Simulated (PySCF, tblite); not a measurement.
# C4H12BNSi: geometry, infrared bands and NMR shifts

What infrared bands and NMR shifts should C4H12BNSi (`[SiH3]CBNC1CC1`) show?

Computed with tblite 0.8.0 and PySCF 2.14.0, with density-fitted response routines of our own, on a single molecule in the gas phase. Atoms count from 0, in the outputs and in this text.

### 1 The starting structure

19 atoms, charge 0, multiplicity 1; geometry from: force field or distance geometry start.

Bonds of the start (Å): Si0–C1 1.87, C1–B2 1.58, B2–N3 1.53, N3–C4 1.45, C4–C5 1.52, C5–C6 1.52, C6–C4 1.52, Si0–H7 1.46, Si0–H8 1.47, Si0–H9 1.47, C1–H10 1.11, C1–H11 1.12, B2–H12 1.18, N3–H13 1.05, C4–H14 1.12, C5–H15 1.12, C5–H16 1.11, C6–H17 1.12, C6–H18 1.10.

### 2 Optimising the geometry with GFN2-xTB

The job: settings as JSON, then the geometry in Å.

```
{"job": {"kind": "relax", "xc": "GFN2-xTB", "basis": "xTB"}, "charge": 0, "multiplicity": 1}
Si     3.163400    -0.282600    -1.124300
C      1.594900    -0.920000    -0.319500
B      0.846300     0.238000     0.458800
N     -0.472500    -0.057200     1.168100
C     -1.530800     0.750200     0.595800
C     -2.920400     0.192100     0.858400
C     -2.299400     0.060200    -0.525900
H      3.838200    -1.377600    -1.817300
H      4.057000     0.272300    -0.098000
H      2.799500     0.769000    -2.087000
H      0.929300    -1.350100    -1.089700
H      1.866600    -1.724900     0.414400
H      1.261800     1.346200     0.475200
H     -0.347200     0.242200     2.165600
H     -1.448800     1.870600     0.589500
H     -2.951100    -0.757100     1.447300
H     -3.716500     0.961400     0.926300
H     -1.955400    -0.974900    -0.770300
H     -2.724600     0.751200    -1.274800
```

Started as:

```sh
OMP_NUM_THREADS=1 python probes_run.py task.json out
```

One launch serves the whole session: the jobs run in the order shown.

What it wrote:

```text
step      E/eV     max force
  0    -558.08164    1.901
  1    -558.26922    1.013
  2    -558.38401    0.596
  3    -558.40378    0.348
  4    -558.42062    0.288
  5    -558.43021    0.276
  6    -558.43975    0.203
  7    -558.44288    0.105
  8    -558.44506    0.117
  9    -558.44715    0.127
 10    -558.44941    0.120
 11    -558.45163    0.108
 12    -558.45430    0.133
 13    -558.45790    0.199
 14    -558.46286    0.209
 15    -558.46904    0.223
 16    -558.47603    0.221
 17    -558.48472    0.256
 18    -558.49801    0.479
 19    -558.51989    0.691
 20    -558.55895    0.736
 21    -558.55543    2.038
 22    -558.49295    2.661
 23    -558.67012    1.734
 24    -558.75483    0.719
 25    -558.80726    0.675
 26    -558.87794    1.787
 27    -558.94748    0.540
 28    -558.99306    0.422
 29    -559.04871    0.693
 30    -559.07505    0.567
 31    -559.10279    0.494
 32    -559.13141    0.587
 33    -559.15059    0.411
 34    -559.16809    0.340
 35    -559.18235    0.323
 36    -559.19777    0.254
 37    -559.21319    0.282
 38    -559.22671    0.236
 39    -559.23836    0.243
 40    -559.25125    0.233
 41    -559.26478    0.247
 42    -559.27727    0.264
 43    -559.28896    0.260
 44    -559.30185    0.356
 45    -559.31788    0.337
 46    -559.33730    0.277
 47    -559.35805    0.347
 48    -559.37887    0.319
 49    -559.40003    0.329
 50    -559.42088    0.421
 51    -559.44040    0.466
 52    -559.45788    0.432
 53    -559.47106    0.379
 54    -559.48060    0.398
 55    -559.49508    0.252
 56    -559.50688    0.184
 57    -559.51270    0.201
 58    -559.52167    0.245
 59    -559.53164    0.237
 60    -559.54342    0.243
 61    -559.55217    0.268
 62    -559.55796    0.338
 63    -559.56494    0.208
 64    -559.57157    0.182
 65    -559.57507    0.112
 66    -559.57719    0.110
 67    -559.57923    0.096
 68    -559.58138    0.079
 69    -559.58344    0.079
 70    -559.58491    0.072
 71    -559.58590    0.071
 72    -559.58672    0.076
 73    -559.58770    0.088
 74    -559.58903    0.105
 75    -559.59083    0.117
 76    -559.59279    0.139
 77    -559.59458    0.159
 78    -559.59624    0.093
 79    -559.59838    0.144
 80    -559.60093    0.151
 81    -559.60340    0.110
 82    -559.60532    0.113
 83    -559.60710    0.112
 84    -559.60913    0.162
 85    -559.61322    0.206
 86    -559.61833    0.190
 87    -559.62337    0.141
 88    -559.62590    0.172
 89    -559.62906    0.222
 90    -559.63190    0.148
 91    -559.63917    0.142
 92    -559.64330    0.202
 93    -559.65044    0.215
 94    -559.65682    0.224
 95    -559.66122    0.268
 96    -559.66390    0.270
 97    -559.66879    0.204
 98    -559.67133    0.134
 99    -559.67377    0.125
100    -559.67518    0.079
101    -559.67618    0.088
102    -559.67707    0.099
103    -559.67816    0.107
104    -559.67956    0.085
105    -559.68094    0.084
106    -559.68208    0.069
107    -559.68289    0.076
108    -559.68364    0.059
109    -559.68460    0.096
110    -559.68582    0.069
111    -559.68704    0.081
112    -559.68792    0.056
113    -559.68845    0.055
114    -559.68878    0.054
115    -559.68923    0.036
116    -559.68964    0.033
117    -559.68998    0.029
118    -559.69024    0.030
119    -559.69049    0.032
120    -559.69080    0.032
121    -559.69121    0.034
122    -559.69167    0.044
123    -559.69208    0.045
124    -559.69239    0.037
125    -559.69264    0.032
126    -559.69288    0.030
127    -559.69312    0.033
128    -559.69341    0.038
129    -559.69375    0.046
130    -559.69417    0.049
131    -559.69462    0.041
132    -559.69517    0.062
133    -559.69582    0.079
134    -559.69679    0.096
135    -559.69787    0.088
136    -559.69903    0.080
137    -559.70023    0.071
138    -559.70182    0.092
139    -559.70350    0.093
140    -559.70539    0.087
141    -559.70676    0.108
142    -559.70817    0.086
143    -559.70940    0.106
144    -559.71152    0.138
145    -559.71358    0.166
146    -559.71611    0.114
147    -559.71644    0.172
148    -559.71877    0.163
149    -559.72095    0.092
150    -559.72236    0.082
151    -559.72562    0.174
152    -559.72738    0.123
153    -559.72951    0.092
154    -559.73076    0.114
155    -559.73160    0.114
156    -559.73303    0.115
157    -559.73527    0.093
158    -559.73767    0.149
159    -559.73905    0.103
160    -559.74011    0.085
161    -559.74084    0.052
162    -559.74112    0.046
163    -559.74134    0.037
164    -559.74152    0.050
165    -559.74173    0.045
166    -559.74195    0.029
167    -559.74219    0.031
168    -559.74228    0.021
169    -559.74235    0.013
170    -559.74238    0.013
171    -559.74241    0.011
172    -559.74248    0.014
173    -559.74255    0.019
174    -559.74264    0.022
175    -559.74273    0.022
176    -559.74280    0.020
177    -559.74287    0.017
178    -559.74294    0.020
179    -559.74303    0.023
180    -559.74315    0.024
181    -559.74330    0.031
182    -559.74348    0.029
183    -559.74367    0.029
184    -559.74387    0.030
185    -559.74408    0.031
186    -559.74430    0.036
187    -559.74450    0.038
188    -559.74468    0.036
189    -559.74486    0.041
190    -559.74506    0.040
191    -559.74528    0.035
192    -559.74546    0.035
193    -559.74561    0.036
194    -559.74577    0.027
195    -559.74592    0.026
196    -559.74604    0.022
197    -559.74609    0.014
198    -559.74613    0.014
199    -559.74616    0.010
200    -559.74619    0.012
201    -559.74621    0.012
202    -559.74624    0.012
203    -559.74626    0.010
204    -559.74628    0.008
```

Run time: 2.4 s. Hardware: 1 thread of Arm Neoverse N1, shared host; peak memory 0.18 GiB.

Along the way: (not every step is listed)

```
step  energy from step 0 (eV)  largest force (eV/Å)
   0                   0.0000                1.9012
   1                  -0.1876                1.0129
   2                  -0.3024                0.5965
   3                  -0.3221                0.3476
   4                  -0.3390                0.2882
   5                  -0.3486                0.2764
   6                  -0.3581                0.2033
   7                  -0.3612                0.1050
   8                  -0.3634                0.1171
  27                  -0.8658                0.5402
  46                  -1.2557                0.2775
  65                  -1.4934                0.1123
  84                  -1.5275                0.1619
 103                  -1.5965                0.1071
 122                  -1.6100                0.0443
 141                  -1.6251                0.1080
 160                  -1.6585                0.0846
 179                  -1.6614                0.0230
 198                  -1.6645                0.0139
 199                  -1.6645                0.0102
 200                  -1.6645                0.0124
 201                  -1.6646                0.0124
 202                  -1.6646                0.0116
 203                  -1.6646                0.0103
 204                  -1.6646                0.0081
```

Distances of close pairs at the start and the end, largest changes first:

| bond | before (Å) | after (Å) | change (Å) |
| --- | --- | --- | --- |
| B2–N3 | 1.526 | 1.385 | -0.141 |
| C4–H14 | 1.123 | 1.082 | -0.041 |
| C6–H17 | 1.118 | 1.080 | -0.038 |
| N3–H13 | 1.049 | 1.011 | -0.038 |
| C5–H15 | 1.117 | 1.080 | -0.037 |
| C1–H11 | 1.123 | 1.090 | -0.033 |
| C5–H16 | 1.109 | 1.079 | -0.030 |
| Si0–C1 | 1.875 | 1.901 | +0.027 |

The next job starts from the end point, and lists it.

### 3 Harmonic vibrations with GFN2-xTB

The job: settings as JSON, then the geometry in Å.

```
{"job": {"kind": "ir", "xc": "GFN2-xTB", "basis": "xTB"}, "charge": 0, "multiplicity": 1}
Si     2.867946    -0.441672    -1.242959
C      2.129413    -0.745416     0.482604
B      0.944579     0.250713     0.779700
N     -0.342357    -0.082139     0.390730
C     -1.520698     0.705389     0.520365
C     -2.848830     0.049274     0.764026
C     -2.559660     0.691562    -0.564219
H      4.006861    -1.344756    -1.455304
H      3.328291     0.940544    -1.393727
H      1.864023    -0.716891    -2.279477
H      1.805553    -1.787130     0.524687
H      2.932614    -0.639938     1.211935
H      1.121639     1.292070     1.292513
H     -0.524872    -0.966706    -0.064019
H     -1.323194     1.645914     1.017786
H     -2.882564    -1.029371     0.805997
H     -3.549406     0.530810     1.428116
H     -2.397095     0.043888    -1.412780
H     -3.062049     1.613104    -0.813435
```

What it wrote:

```text
mode    cm-1     km/mol
  1      31.1      0.16
  2      74.9      0.32
  3      90.5      1.47
  4      92.8      0.02
  5     173.1      0.78
  6     224.2      4.06
  7     381.0      1.77
  8     398.8      2.86
  9     416.6      0.19
 10     503.9     37.31
 11     539.0     37.83
 12     652.4     73.31
 13     731.2     26.86
 14     748.6     21.98
 15     793.1    188.70
 16     794.8     71.43
 17     796.8    151.29
 18     800.4    348.24
 19     813.5    194.14
 20     849.0      0.02
 21     879.8     18.04
 22     942.5     29.04
 23     955.4     20.45
 24    1002.1      1.08
 25    1047.3     25.23
 26    1060.2      0.92
 27    1065.6      1.97
 28    1089.9     27.07
 29    1092.3      0.01
 30    1131.8    176.05
 31    1152.1      0.03
 32    1163.5     11.97
 33    1245.8      0.51
 34    1288.1     11.72
 35    1348.5     46.75
 36    1436.5      0.05
 37    1467.3    119.36
 38    1478.4      3.38
 39    1499.7    263.56
 40    2211.0    472.95
 41    2217.9    275.35
 42    2253.7    271.60
 43    2599.7    173.42
 44    2962.1     59.17
 45    2987.8     45.68
 46    3059.4     15.72
 47    3085.9     21.22
 48    3088.8     17.12
 49    3095.9     16.36
 50    3112.5     68.14
 51    3418.0      9.55
```

Wall time 1.1 s (1 thread of Arm Neoverse N1, shared host); peak memory 0.18 GiB.

The strongest bands and the atoms that carry them (share of the mass-weighted mode):

| cm⁻¹ | km/mol | atoms |
| --- | --- | --- |
| 793 | 188.7 | H7 34 %, H9 27 %, H8 17 % |
| 800 | 348.2 | H9 34 %, H7 34 % |
| 814 | 194.1 | H12 39 %, B2 13 %, H13 11 % |
| 1132 | 176.1 | H11 32 %, H10 30 %, C1 27 % |
| 1500 | 263.6 | N3 25 %, C4 21 %, B2 12 % |
| 2211 | 472.9 | H9 58 %, H7 37 % |
| 2218 | 275.4 | H7 58 %, H9 37 % |
| 2254 | 271.6 | H8 95 % |

### 4 Nuclear shieldings: PBE0/pcSseg-1

Settings changed since step 3:

```diff
@@ -1,2 +1,2 @@
-{"job": {"kind": "ir", "xc": "GFN2-xTB", "basis": "xTB"}, "charge": 0, "multiplicity": 1}
+{"job": {"kind": "nmr", "xc": "PBE0", "basis": "pcSseg-1"}, "charge": 0, "multiplicity": 1}
 Si     2.867946    -0.441672    -1.242959
```

Method: GIAO PBE0/pcSseg-1 NMR shielding, non-relativistic, gas phase.

What it wrote:

```text
coarse grid: 15560 points
cycle   1  E = -528.1970943992  dE =  6.976e-01  |g| = 4.638e-01  |ddm| = 3.723e+00
cycle   2  E = -528.1901699183  dE =  6.924e-03  |g| = 4.985e-01  |ddm| = 8.488e-01
cycle   3  E = -528.2545047585  dE = -6.433e-02  |g| = 4.555e-02  |ddm| = 4.744e-01
cycle   4  E = -528.2549377375  dE = -4.330e-04  |g| = 2.034e-02  |ddm| = 5.634e-02
cycle   5  E = -528.2550273553  dE = -8.962e-05  |g| = 6.714e-03  |ddm| = 1.957e-02
cycle   6  E = -528.2550361444  dE = -8.789e-06  |g| = 1.949e-03  |ddm| = 5.667e-03
final grid: 143424 points
cycle   7  E = -528.2921075193  dE = -4.310e-05  |g| = 8.278e-03  |ddm| = 3.782e-02
cycle   8  E = -528.2921012175  dE =  6.302e-06  |g| = 9.734e-03  |ddm| = 1.577e-02
cycle   9  E = -528.2921255121  dE = -2.429e-05  |g| = 4.148e-04  |ddm| = 8.216e-03
cycle  10  E = -528.2921255488  dE = -3.669e-08  |g| = 1.720e-04  |ddm| = 5.106e-04
cycle  11  E = -528.2921255550  dE = -6.240e-09  |g| = 6.136e-05  |ddm| = 1.606e-04
cycle  12  E = -528.2921255558  dE = -7.193e-10  |g| = 1.754e-05  |ddm| = 5.182e-05
converged SCF energy = -528.2921255558

GIAO shielding tensors (ppm)
atom      isotropic    diamagn.    paramagn.     s11        s22        s33       span
  0 Si     425.162     879.673    -454.511    389.501    415.497    470.487     80.987
  1 C      184.922     257.415     -72.494    175.270    179.449    200.046     24.777
  2 B       61.787     196.300    -134.512     18.433     52.734    114.195     95.762
  3 N      117.134     323.947    -206.813     28.942    159.099    163.363    134.421
  4 C      152.277     237.892     -85.615    114.334    131.098    211.399     97.065
  5 C      177.542     256.849     -79.307    145.965    174.381    212.280     66.315
  6 C      177.548     253.283     -75.735    145.426    174.386    212.833     67.407
  7 H       27.675      28.194      -0.519     24.322     25.172     33.532      9.210
  8 H       27.870      29.092      -1.222     24.778     25.931     32.900      8.123
  9 H       28.073      30.000      -1.928     24.325     27.424     32.468      8.143
 10 H       31.654      33.523      -1.868     27.512     30.126     37.325      9.813
 11 H       31.265      30.458       0.806     27.077     28.341     38.375     11.299
 12 H       26.524      32.959      -6.435     24.645     26.136     28.792      4.147
 13 H       28.534      36.895      -8.361     22.416     29.716     33.468     11.052
 14 H       28.960      30.319      -1.359     22.724     28.439     35.719     12.994
 15 H       31.476      31.810      -0.334     26.137     29.265     39.026     12.889
 16 H       31.042      30.202       0.840     25.272     26.827     41.028     15.756
 17 H       31.486      31.805      -0.320     26.414     29.091     38.952     12.538
 18 H       31.048      30.202       0.846     25.398     26.787     40.958     15.560
```

Wall time 50 s (1 thread of Arm Neoverse N1, shared host); peak memory 0.88 GiB.

Shifts follow as δ = σ(reference) − σ, with reference shieldings (ppm) from runs at the same level and on the same kind of geometry: 1H TMS 31.72, 13C TMS 186.9, 29Si TMS 349.2, 15N NH3 267.7, 11B BF3·OEt2 100.1. The references are single molecules in the gas phase, so shifts against H2O, NH3, PH3, H3PO4 or CFCl3 are not on the usual liquid scales and can be off by tens of ppm. Atoms listed in one row are averaged.

```csv
atoms,environment,σ (ppm),δ (ppm),δ scaled to CDCl3
C4,three-membered-ring carbon,152.3,34.6,31.9
"C5, C6",three-membered-ring carbon,177.5,9.4,7.2
C1,sp3 CH2 bonded to B and Si,184.9,2.0,0.0
H12,"hydrogen on a boron bonded to C, N",26.52,5.19,–
"H7, H8, H9",hydrogen on a silicon bonded to C,27.87,3.84,–
H13,"hydrogen on a nitrogen bonded to C, B",28.53,3.18,–
H14,hydrogen on a three-membered-ring carbon,28.96,2.76,2.70
"H16, H18",hydrogen on a three-membered-ring carbon,31.04,0.67,0.74
"H10, H11",hydrogen on an sp3 CH2 bonded to B and Si,31.46,0.26,0.35
"H15, H17",hydrogen on a three-membered-ring carbon,31.48,0.24,0.33
Si0,"silicon bonded to C, 3 H",425.2,-76.0,–
B2,"boron bonded to C, N, H",61.8,38.3,–
N3,"nitrogen bonded to C, B, H",117.1,150.6,–
```

The scaled column applies a straight-line fit of computed shieldings to shifts measured in CDCl3 (root-mean-square error 0.16 ppm for H, 1.9 ppm for C).

The run also stored atomic charges by several schemes (e):

| atoms | Mulliken | IAO | Hirshfeld | ESP fit |
| --- | --- | --- | --- | --- |
| Si0 | 0.47 | 0.62 | 0.31 | 0.45 |
| C1 | -0.75 | -0.67 | -0.23 | -0.49 |
| B2 | 0.31 | 0.10 | 0.12 | 0.36 |
| N3 | -0.43 | -0.35 | -0.15 | -0.70 |
| C4 | -0.05 | -0.01 | 0.01 | 0.15 |
| C5, C6 | -0.20 | -0.31 | -0.10 | -0.32 |

Mayer bond orders: Si0–C1 0.92, C1–B2 0.99, B2–N3 1.32, N3–C4 0.97, C4–C5 0.95, C5–C6 0.95, C6–C4 0.95.

Ring of atoms C4, C5, C6: NICS(0) -40.8, NICS(1) -8.1, NICS(1)zz -21.0 ppm (means of both faces).

In rings of three or four atoms NICS is ruled by the nearby σ bonds, so it says little on aromaticity.

### 5 Outcome

```
                                                               quantity                                         value
                              strongest single infrared mode (GFN2-xTB)                         2211 cm⁻¹, 473 km/mol
                                           zero-point energy (GFN2-xTB)                                 94.8 kcal/mol
13C shifts against TMS (PBE0/pcSseg-1, means over atoms taken as alike)                            34.6, 9.4, 2.0 ppm
 1H shifts against TMS (PBE0/pcSseg-1, means over atoms taken as alike)  5.19, 3.84, 3.18, 2.76, 0.67, 0.26, 0.24 ppm
                                29Si shifts against TMS (PBE0/pcSseg-1)                                     -76.0 ppm
                            11B shifts against BF3·OEt2 (PBE0/pcSseg-1)                                      38.3 ppm
                                 15N shifts against NH3 (PBE0/pcSseg-1)                                     150.6 ppm
```

What this shows: Relaxing lowered the energy by 1.665 eV in 204 steps; the close pair that moved most is B2–N3, from 1.526 to 1.385 Å. No mode is imaginary among the 51: a minimum at this level. The strongest single mode, at 2211 cm⁻¹, moves mainly H9 and H7. Unscaled tight-binding wavenumbers are off by several per cent, some by more. Its intensities can rank the bands wrongly. At PBE0/pcSseg-1: The widest tensor belongs to N3: span 134 ppm, with a paramagnetic part of -207 ppm.
